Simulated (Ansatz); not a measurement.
# N2 with H2: structure and interaction energy

Aim: relax the pair, then compute its interaction energy with counterpoise at many levels, up to CCSD(T).

The runs use Ansatz 0.2.0, Gaussian basis; PBE0-D4 structure, single points in def2-TZVPPD.

Levels: PBE-D4, revPBE-D4, BLYP-D4, r2SCAN-D4, B97M-V, PBE0-D4, B3LYP-D4, HSE06-D4, wB97X-V, wB97M-V, B2PLYP, Hartree-Fock, MP2, CCSD, CCSD(T). The reference is CCSD(T) extrapolated to the basis limit.

Cores are frozen in the correlated methods. B3LYP uses VWN-RPA correlation. B2PLYP carries no dispersion term here.

176 further runs of the same task are left out: 176 set aside as unsound or not needed.

**1. The starting structure**

The pair, from a GFN2-xTB docking trial: 4 atoms, charge 0, spin multiplicity 1.

Atoms are counted from 1 here; the program's logs count them from 0.

Bond lengths: N1–N2 1.099 Å, H3–H4 0.783 Å.

Geometry (Å):

```xyz
4
charge 0, multiplicity 1
N    -0.05370    0.47510   -1.86620
N     0.07630   -0.44580   -1.28140
H     0.21610   -0.10460    1.26830
H    -0.23880    0.07530    1.87930
```

Atoms 1 to 2 are fragment A (N2), the rest fragment B (H2).

**2. A first relaxation in a small basis**

pre/in.yaml reads:

```yaml
crystal:
  periodic: [false, false, false]
  atoms:
    - {symbol: N, position_ang: [-0.053700, 0.475100, -1.866200]}
    - {symbol: N, position_ang: [0.076300, -0.445800, -1.281400]}
    - {symbol: H, position_ang: [0.216100, -0.104600, 1.268300]}
    - {symbol: H, position_ang: [-0.238800, 0.075300, 1.879300]}
basis:
  gaussian: {orbitals: def2-SVP}
hamiltonian: {xc: pbe, dispersion: d4}
relax: {f_tol: 0.03, max_steps: 250}
```

The run is started by

```
> ansatz run in.yaml --threads 2 --pin off --events-out ev --progress --plain --max-ram 5222MiB
```

The runs that follow: Relaxation at PBE0-D4; PBE-D4/def2-TZVPPD; r2SCAN-D4/def2-TZVPPD; PBE0-D4/def2-TZVPPD; B3LYP-D4/def2-TZVPPD; wB97X-V/def2-TZVPPD; wB97M-V/def2-TZVPPD; B2PLYP/def2-TZVPPD; BLYP-D4/def2-TZVPPD; revPBE-D4/def2-TZVPPD; B97M-V/def2-TZVPPD; HSE06-D4/def2-TZVPPD; CCSD(T)/def2-TZVPPD; Vibrations of the pair.

What does the calculation give? Wanted: interaction energy, CCSD(T)/CBS; of it Hartree-Fock; D4 term of PBE0-D4; shortest contact; lowest wavenumber.

As calculated:

| quantity | value |
| --- | --- |
| interaction energy, CCSD(T)/CBS | -8.5 meV |
| of it Hartree-Fock (basis limit) | +3.8 meV |
| D4 term of PBE0-D4 | -4.3 meV |
| shortest contact | N2–H3 3.02 Å |
| lowest wavenumber | 4i cm⁻¹ |

**Reading.** The pair is bound by 8.5 meV at fixed fragment shapes. Hartree-Fock doesn't bind it at this geometry, so correlation, mostly dispersion, holds it together. Among the functionals B97M-V lands nearest to CCSD(T)/CBS (+0.2 meV) and r2SCAN-D4 farthest (+10.2 meV). Mean unsigned error by rung: GGA 5.0, meta-GGA 5.2, hybrid 3.3, screened hybrid 2.2, range-separated hybrid 1.3, double hybrid 6.3 meV. PBE-D4 gives an interaction energy 4.5 meV too low, an error of 53 % of the reference. CCSD(T) moves by -0.8 meV from triple zeta to the limit; gaps between functionals far smaller than that don't rank them. A lower arrangement may exist.
